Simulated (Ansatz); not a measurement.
# ClF2GeH4N: the cost of one run

Program: Ansatz 0.2.0. Level of theory: RHF/def2-SVP. These are calculated values, not measurements.

## Step 1: The system as given

Bond lengths: Ge1–Cl2 2.570 Å, Ge1–F3 1.680 Å, Ge1–H4 1.549 Å, Ge1–F5 1.679 Å, Ge1–N6 2.210 Å, N6–H7 1.060 Å, N6–H8 1.060 Å. Angles: Cl2–Ge1–F3 109.4°, Cl2–Ge1–H4 109.5°, Cl2–Ge1–F5 109.5°, Cl2–Ge1–N6 71.6°, F3–Ge1–H4 109.5°, F3–Ge1–F5 109.5°, F3–Ge1–N6 178.9°, H4–Ge1–F5 109.5°, H4–Ge1–N6 70.0°, F5–Ge1–N6 70.0°, Ge1–N6–H7 120.0°, Ge1–N6–H8 120.0°, H7–N6–H8 120.0°.

Coordinates:

```xyz
9

Ge    0.0000    0.0000    0.0000
Cl    0.0000    0.0000    2.5700
F     1.5842    0.0000   -0.5594
H    -0.7300    1.2648   -0.5162
F    -0.7913   -1.3709   -0.5594
N    -2.0973    0.0000    0.6969
H    -2.8173   -0.6071    0.2106
H    -2.3831    0.6071    1.5174
H    -1.4594    0.0000    1.8686
```

## Step 2: Pulling towards end A

Springs on the bonds that form and break draw the guess towards this end; the thresholds are loose.

Input file input.yaml:

```yaml
crystal:
  periodic: [false, false, false]
  atoms:
    - { symbol: Ge, position_ang: [0.0, 0.0, 0.0] }
    - { symbol: Cl, position_ang: [0.0, 0.0, 2.57] }
    - { symbol: F, position_ang: [1.5842, 0.0, -0.5594] }
    - { symbol: H, position_ang: [-0.73, 1.2648, -0.5162] }
    - { symbol: F, position_ang: [-0.7913, -1.3709, -0.5594] }
    - { symbol: "N", position_ang: [-2.0973, 0.0, 0.6969] }
    - { symbol: H, position_ang: [-2.8173, -0.6071, 0.2106] }
    - { symbol: H, position_ang: [-2.3831, 0.6071, 1.5174] }
    - { symbol: H, position_ang: [-1.4594, 0.0, 1.8686] }
basis:
  gaussian: { orbitals: def2-SVP }
hamiltonian:
  xc: hf
relax:
  f_tol: 0.15
  max_steps: 25
  restrain:
    - { distance: [0, 5], at: 3.11, k: 30.0 }
    - { distance: [8, 1], at: 2.57, k: 30.0 }
    - { distance: [0, 1], at: 2.22, k: 30.0 }
    - { distance: [8, 5], at: 1.06, k: 30.0 }
```

The run is started by

```
ansatz run input.yaml --threads 2 --pin off --max-ram 3072MiB --backend cpu --events-out ev --progress --plain --runs-dir out
```

What time and memory should one allow on 2 threads of Arm Neoverse V1, shared host?

About 28 s, with a peak of 0.26 GiB.
